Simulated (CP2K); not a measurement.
Crystal: HPbNO4.

```
CELL_PARAMETERS angstrom
3.85724 0.00000 0.00000
0.17568 4.33430 0.00000
0.70265 0.81828 5.88638
ATOMIC_POSITIONS crystal
H 0.61511 0.89559 0.19844
Pb 0.64597 0.44651 0.91685
N 0.71474 0.23810 0.50058
O 0.16958 0.47007 0.77768
O 0.62919 0.97045 0.49845
O 0.56424 0.92583 0.03849
O 0.78022 0.42250 0.31951
```

The cell was built by a generator and needn't be a form met in nature.

Base run:

| Item | Value |
| --- | --- |
| Program | CP2K 2026.2 |
| Functional | TB-mBJ |
| Potentials or basis | POTENTIAL_UZH H GTH-PBE-q1, Pb GTH-PBE-q4, N GTH-PBE-q5, O GTH-PBE-q6; TZVP-MOLOPT-PBE-GTH basis |
| Density cutoff | 13606 eV |
| k mesh | 7 × 6 × 5 |
| Occupations | fermi-dirac, width 0.05 eV |
| Spin | no spin polarisation |

Its results: band gap on the k mesh 0.60 eV, indirect (least direct gap 0.86 eV).

**Question.** The run is repeated on the same cell with these changes: functional from TB-mBJ to RPBE. What comes out?

**Answer.** Band gap on the k mesh 0.37 eV, indirect (least direct gap 0.61 eV).

Caveats: spin-orbit coupling is left out, which as a rule narrows the gap of such compounds by several tenths of an eV; the mesh misses the band edges, which the band path finds closer together; the basis of atomic orbitals isn't converged, which shifts pressures, moduli and gaps; this is a model potential without an energy functional, so only levels have meaning (some runs).

Not every run made on this cell is shown here.
